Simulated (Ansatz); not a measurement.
# BBrClH: an energy map over bond length Cl1–B2 and bond length B2–H4

A grid of calculations on BBrClH, SMILES ClBBr, to see where the energy is lowest and how it rises around there.

The runs use Ansatz 0.2.0; RKS B3LYP-D4/def2-TZVP.

### 1 Starting geometry

4 atoms, charge 0, spin multiplicity 1.

Atoms are counted from 1 here; the program's logs count them from 0.

Bond lengths: Cl1–B2 1.746 Å, B2–Br3 1.907 Å, B2–H4 1.208 Å. Angles: Cl1–B2–Br3 121.1°, Cl1–B2–H4 119.9°, Br3–B2–H4 119.0°.

Geometry (Å):

```
atom    x (Å)    y (Å)    z (Å)
 Cl1  -1.5960  -0.5731   0.1706
  B2  -0.0086   0.1038  -0.0960
 Br3   1.5404  -0.6706   0.7020
  H4   0.1197   1.0798  -0.7969
```

### 2 The minimum at this level

File input.yaml:

```yaml
crystal:
  periodic: [false, false, false]
  atoms:
    - { symbol: Cl, position_ang: [-1.595971, -0.573148, 0.170568] }
    - { symbol: B, position_ang: [-0.008648, 0.103752, -0.095985] }
    - { symbol: Br, position_ang: [1.540353, -0.670573, 0.702002] }
    - { symbol: H, position_ang: [0.119666, 1.079769, -0.796886] }
basis:
  gaussian: { orbitals: def2-TZVP }
hamiltonian:
  xc: { name: B3LYP }
  dispersion: d4
output:
  forces: true
relax:
  f_tol: 0.003
  max_steps: 120
```

Started as:

```sh
$ ansatz run input.yaml --threads 1 --pin off --max-ram 2560MiB --backend cpu --events-out ev --progress --plain --runs-dir out
```

Log (excerpt; [...] marks lines left out):

```text
Warning: RAYON_NUM_THREADS=1 ignored (pool sized by the plan → 1); use --threads N
[...]
Functional definition: B3LYP
[...]
889 factors; their error is unknown
[...]
mean field -83265.22129101 eV, -3059.9404432507 hartree, gradient 3.3e-5 eV, S^2 0.000000; 0 other end points of the search recorded, 0 dependent functions left out
[...]
reference -83265.22151266 eV, -3059.9404513961 hartree; 29, 29 occupied and 93, 93 virtual orbitals, 889 factors
relax step   1: F+E_penalty+E_count = -83265.36606485 eV  Δ(F+E_penalty+E_count) = +0.000e0 eV  max|allowed force component| = 5.178e-1 eV/Å  Δτ_max = 0.0000 Å  (26 SCF iters, accepted)
[...]
relax step   3: F+E_penalty+E_count = -83265.37592921 eV  Δ(F+E_penalty+E_count) = -8.970e-4 eV  max|allowed force component| = 4.448e-2 eV/Å  Δτ_max = 0.0061 Å  (33 SCF iters, accepted)
[...]
relax step   4: F+E_penalty+E_count = -83265.37596544 eV  Δ(F+E_penalty+E_count) = -3.623e-5 eV  max|allowed force component| = 1.233e-3 eV/Å  Δτ_max = 0.0013 Å  (33 SCF iters, accepted)
889 factors; their error is unknown
mean field -83265.23105499 eV, -3059.9408020703 hartree, gradient 1.2e-5 eV, S^2 0.000000; 1 other end points of the search recorded, 0 dependent functions left out
[...]
reference -83265.23127624 eV, -3059.9408102011 hartree; 29, 29 occupied and 93, 93 virtual orbitals, 889 factors
Total energy: -83265.37618669 eV, -3059.9461355618 hartree
Atom 0 at    -1.590125    -0.565318     0.165638 Å, force     0.000847    -0.000055     0.000232 eV/Å
Atom 1 at    -0.010727     0.108246    -0.099574 Å, force     0.001233     0.000531    -0.000435 eV/Å
Atom 2 at     1.539611    -0.665187     0.697918 Å, force    -0.001026    -0.000569     0.000329 eV/Å
Atom 3 at     0.116641     1.062059    -0.784283 Å, force    -0.001054     0.000093    -0.000127 eV/Å
Dipole moment:    -0.009704     0.072047    -0.054543 e Å
```

Run time: 18 s. Hardware: 1 thread of Arm Neoverse V2, shared host; peak memory 0.23 GiB.

Relaxation path:

```
step  energy from step 1 (eV)  largest force component (eV/Å)
   1                   0.0000                          0.5178
   2                  -0.0090                          0.1464
   3                  -0.0099                          0.0445
   4                  -0.0099                          0.0012
```

Distances of close pairs at the start and the end, largest changes first:

```
  bond  before (Å)  after (Å)  change (Å)
 B2–H4       1.208      1.181      -0.027
Cl1–B2       1.746      1.737      -0.009
B2–Br3       1.907      1.907      +0.001
```

### 3 Plan of the scan

- bond length Cl1–B2: 13 values from 1.529 to 2.172 Å
- bond length B2–H4: 13 values from 1.016 to 1.653 Å

Nothing else is relaxed (all other coordinates rigid). Energies count from the relaxed molecule at the same level. Points are written as (first, second).

Below, 3 of the grid's runs; all are launched alike.

### 4 Point (2.011 Å, 1.494 Å)

File input.yaml:

```yaml
crystal:
  periodic: [false, false, false]
  atoms:
    - { symbol: Cl, position_ang: [-1.590125, -0.565318, 0.165638] }
    - { symbol: B, position_ang: [0.238002, 0.214321, -0.14134] }
    - { symbol: Br, position_ang: [1.78834, -0.559112, 0.656151] }
    - { symbol: H, position_ang: [0.399123, 1.420903, -1.007503] }
basis:
  gaussian: { orbitals: def2-TZVP }
hamiltonian:
  xc: { name: B3LYP }
  dispersion: d4
output:
  forces: true
```

Started as:

```sh
$ ansatz run input.yaml --threads 1 --pin off --max-ram 2560MiB --backend cpu --events-out ev --progress --plain --runs-dir out
```

Log (excerpt; [...] marks lines left out):

```text
Warning: RAYON_NUM_THREADS=1 ignored (pool sized by the plan → 1); use --threads N
[...]
[... 1 set-up line as earlier in the session ...]
[...]
889 factors; their error is unknown
[...]
mean field -83263.87622782 eV, -3059.8910130901 hartree, gradient 2.0e-5 eV, S^2 0.000000; 0 other end points of the search recorded, 0 dependent functions left out
[...]
reference -83263.87645710 eV, -3059.8910215159 hartree; 29, 29 occupied and 93, 93 virtual orbitals, 889 factors
Total energy: -83264.04008376 eV, -3059.8970346848 hartree
Atom 0 at    -1.590125    -0.565318     0.165638 Å, force     3.113964     1.338236    -0.530395 eV/Å
Atom 1 at     0.238002     0.214321    -0.141340 Å, force    -1.803764     1.531781    -1.394182 eV/Å
Atom 2 at     1.788340    -0.559112     0.656151 Å, force    -0.681207     0.179277    -0.231963 eV/Å
Atom 3 at     0.399123     1.420903    -1.007503 Å, force    -0.628993    -3.049294     2.156540 eV/Å
Dipole moment:     0.279144     0.081310    -0.019044 e Å
```

It took 3.1 s on 1 thread of Arm Neoverse V2, shared host; peak memory 0.22 GiB.

On the map this point reads 129 kJ/mol.

### 5 Point (1.904 Å, 1.016 Å)

File input.yaml:

```yaml
crystal:
  periodic: [false, false, false]
  atoms:
    - { symbol: Cl, position_ang: [-1.590125, -0.565318, 0.165638] }
    - { symbol: B, position_ang: [0.140732, 0.172839, -0.125007] }
    - { symbol: Br, position_ang: [1.69107, -0.600594, 0.672485] }
    - { symbol: H, position_ang: [0.250303, 0.993379, -0.714043] }
basis:
  gaussian: { orbitals: def2-TZVP }
hamiltonian:
  xc: { name: B3LYP }
  dispersion: d4
output:
  forces: true
```

Started as:

```sh
$ ansatz run input.yaml --threads 1 --pin off --max-ram 2560MiB --backend cpu --events-out ev --progress --plain --runs-dir out
```

Log (excerpt; [...] marks lines left out):

```text
Warning: RAYON_NUM_THREADS=1 ignored (pool sized by the plan → 1); use --threads N
[...]
[... 1 set-up line as earlier in the session ...]
[...]
889 factors; their error is unknown
[...]
mean field -83264.53949170 eV, -3059.9153875880 hartree, gradient 3.3e-5 eV, S^2 0.000000; 0 other end points of the search recorded, 0 dependent functions left out
[...]
reference -83264.53971101 eV, -3059.9153956474 hartree; 29, 29 occupied and 93, 93 virtual orbitals, 889 factors
Total energy: -83264.68139797 eV, -3059.9206025471 hartree
Atom 0 at    -1.590125    -0.565318     0.165638 Å, force     2.336775     0.974536    -0.376097 eV/Å
Atom 1 at     0.140732     0.172839    -0.125007 Å, force    -2.383629    -6.136276     4.175499 eV/Å
Atom 2 at     1.691070    -0.600594     0.672485 Å, force    -0.380070     0.028157    -0.076398 eV/Å
Atom 3 at     0.250303     0.993379    -0.714043 Å, force     0.426924     5.133583    -3.723004 eV/Å
Dipole moment:     0.167556     0.128180    -0.069958 e Å
```

Run time: 3.1 s. Hardware: 1 thread of Arm Neoverse V2, shared host; peak memory 0.22 GiB.

On the map this point reads 67 kJ/mol.

### 6 The run at (1.743 Å, 1.175 Å)

File input.yaml:

```yaml
crystal:
  periodic: [false, false, false]
  atoms:
    - { symbol: Cl, position_ang: [-1.590125, -0.565318, 0.165638] }
    - { symbol: B, position_ang: [-0.005627, 0.110421, -0.10043] }
    - { symbol: Br, position_ang: [1.544711, -0.663012, 0.697061] }
    - { symbol: H, position_ang: [0.121091, 1.059372, -0.781649] }
basis:
  gaussian: { orbitals: def2-TZVP }
hamiltonian:
  xc: { name: B3LYP }
  dispersion: d4
output:
  forces: true
```

Started as:

```sh
$ ansatz run input.yaml --threads 1 --pin off --max-ram 2560MiB --backend cpu --events-out ev --progress --plain --runs-dir out
```

Log (excerpt; [...] marks lines left out):

```text
Warning: RAYON_NUM_THREADS=1 ignored (pool sized by the plan → 1); use --threads N
[...]
[... 1 set-up line as earlier in the session ...]
[...]
889 factors; their error is unknown
[...]
mean field -83265.23036439 eV, -3059.9407766911 hartree, gradient 3.3e-5 eV, S^2 0.000000; 0 other end points of the search recorded, 0 dependent functions left out
[...]
reference -83265.23058568 eV, -3059.9407848233 hartree; 29, 29 occupied and 93, 93 virtual orbitals, 889 factors
Total energy: -83265.37538183 eV, -3059.9461059836 hartree
Atom 0 at    -1.590125    -0.565318     0.165638 Å, force     0.115928     0.047297    -0.017820 eV/Å
Atom 1 at    -0.005627     0.110421    -0.100430 Å, force    -0.109069    -0.167788     0.107523 eV/Å
Atom 2 at     1.544711    -0.663012     0.697061 Å, force    -0.014484    -0.000158    -0.001945 eV/Å
Atom 3 at     0.121091     1.059372    -0.781649 Å, force     0.007625     0.120650    -0.087757 eV/Å
Dipole moment:    -0.003712     0.074243    -0.055284 e Å
```

Wall time 3.1 s (1 thread of Arm Neoverse V2, shared host); peak memory 0.22 GiB.

Energy on the map's scale: 0.08 kJ/mol.

### 7 All points together

169 points were computed. Energies in kJ/mol, from the relaxed molecule at the same level:

| bond length B2–H4 (Å) ↓, bond length Cl1–B2 (Å) → | 1.529 | 1.582 | 1.636 | 1.690 | 1.743 | 1.797 | 1.850 | 1.904 | 1.957 | 2.011 | 2.065 | 2.118 | 2.172 |
| --- | --- | --- | --- | --- | --- | --- | --- | --- | --- | --- | --- | --- | --- |
| 1.653 | 192 | 159 | 140 | 131 | 130 | 135 | 145 | 158 | 173 | 191 | 209 | 228 | 248 |
| 1.600 | 172 | 140 | 120 | 111 | 110 | 115 | 124 | 137 | 152 | 170 | 188 | 207 | 227 |
| 1.547 | 153 | 120 | 100 | 91 | 89 | 94 | 104 | 116 | 132 | 149 | 167 | 186 | 206 |
| 1.494 | 135 | 102 | 81 | 72 | 70 | 75 | 84 | 97 | 112 | 129 | 147 | 166 | 186 |
| 1.441 | 118 | 85 | 64 | 54 | 52 | 57 | 66 | 78 | 93 | 110 | 129 | 147 | 167 |
| 1.388 | 103 | 69 | 48 | 38 | 36 | 41 | 49 | 62 | 77 | 93 | 112 | 130 | 150 |
| 1.335 | 90 | 56 | 35 | 24 | 22 | 26 | 35 | 47 | 62 | 79 | 97 | 115 | 134 |
| 1.281 | 79 | 45 | 23 | 13 | 10 | 14 | 23 | 35 | 49 | 66 | 84 | 103 | 122 |
| 1.228 | 72 | 38 | 16 | 5 | 2 | 6 | 15 | 27 | 41 | 58 | 76 | 95 | 114 |
| 1.175 | 71 | 36 | 14 | 3 | 0 | 4 | 12 | 24 | 38 | 55 | 73 | 92 | 111 |
| 1.122 | 76 | 41 | 19 | 8 | 5 | 8 | 16 | 28 | 43 | 59 | 77 | 96 | 115 |
| 1.069 | 90 | 55 | 33 | 21 | 18 | 22 | 30 | 42 | 56 | 73 | 90 | 109 | 128 |
| 1.016 | 116 | 81 | 59 | 47 | 44 | 47 | 55 | 67 | 81 | 98 | 116 | 134 | 153 |

On the same grid, largest force on an atom (eV/Å):

| bond length B2–H4 (Å) ↓, bond length Cl1–B2 (Å) → | 1.529 | 1.582 | 1.636 | 1.690 | 1.743 | 1.797 | 1.850 | 1.904 | 1.957 | 2.011 | 2.065 | 2.118 | 2.172 |
| --- | --- | --- | --- | --- | --- | --- | --- | --- | --- | --- | --- | --- | --- |
| 1.653 | 9.7 | 7.2 | 5.3 | 4.1 | 4.0 | 4.1 | 4.1 | 4.1 | 4.1 | 4.1 | 4.2 | 4.2 | 4.2 |
| 1.600 | 9.7 | 7.2 | 5.4 | 4.2 | 4.0 | 4.0 | 4.0 | 4.1 | 4.1 | 4.1 | 4.1 | 4.1 | 4.1 |
| 1.547 | 9.7 | 7.2 | 5.4 | 4.1 | 3.9 | 3.9 | 3.9 | 4.0 | 4.0 | 4.0 | 4.0 | 4.0 | 4.0 |
| 1.494 | 9.6 | 7.1 | 5.2 | 4.0 | 3.6 | 3.7 | 3.7 | 3.7 | 3.8 | 3.8 | 3.8 | 3.8 | 3.8 |
| 1.441 | 9.4 | 6.9 | 5.0 | 3.7 | 3.3 | 3.3 | 3.4 | 3.4 | 3.4 | 3.5 | 3.6 | 3.7 | 3.8 |
| 1.388 | 9.2 | 6.7 | 4.8 | 3.5 | 3.0 | 3.0 | 3.1 | 3.1 | 3.1 | 3.4 | 3.6 | 3.7 | 3.8 |
| 1.335 | 9.0 | 6.4 | 4.5 | 3.1 | 2.6 | 2.6 | 2.6 | 2.7 | 3.1 | 3.4 | 3.6 | 3.7 | 3.7 |
| 1.281 | 8.6 | 6.0 | 4.0 | 2.6 | 1.9 | 2.0 | 2.0 | 2.6 | 3.1 | 3.4 | 3.6 | 3.7 | 3.7 |
| 1.228 | 8.3 | 5.4 | 3.3 | 1.8 | 1.0 | 1.2 | 2.0 | 2.6 | 3.0 | 3.4 | 3.6 | 3.7 | 3.7 |
| 1.175 | 8.4 | 5.4 | 3.1 | 1.2 | 0.2 | 1.2 | 2.0 | 2.6 | 3.0 | 3.3 | 3.5 | 3.7 | 3.7 |
| 1.122 | 8.4 | 5.5 | 3.1 | 1.7 | 1.7 | 2.4 | 3.0 | 3.4 | 3.7 | 3.9 | 4.0 | 4.0 | 4.0 |
| 1.069 | 8.5 | 5.5 | 3.8 | 3.8 | 3.7 | 4.3 | 4.9 | 5.2 | 5.5 | 5.7 | 5.8 | 5.9 | 5.9 |
| 1.016 | 8.5 | 6.5 | 6.4 | 6.4 | 6.4 | 6.9 | 7.4 | 7.8 | 8.1 | 8.3 | 8.4 | 8.4 | 8.5 |

### 8 What came out

| quantity | value |
| --- | --- |
| lowest point | (1.743 Å, 1.175 Å), 0.08 kJ/mol |
| highest computed point | (2.172 Å, 1.653 Å), 248 kJ/mol above the lowest |
| largest force on an atom (eV/Å) | 0.2 at (1.743 Å, 1.175 Å) to 9.7 at (1.529 Å, 1.600 Å); 0.2 at the lowest point |
| time for the whole task | 9.1 min on 1 thread, shared host |

What this shows: The lowest computed point is at (1.743 Å, 1.175 Å), 0.08 kJ/mol from the relaxed molecule at the same level. The grid shows no other well, apart from its symmetry copies. The highest computed point, (2.172 Å, 1.653 Å), lies 248 kJ/mol above the lowest. Round the minimum the two coordinates are nearly uncoupled.
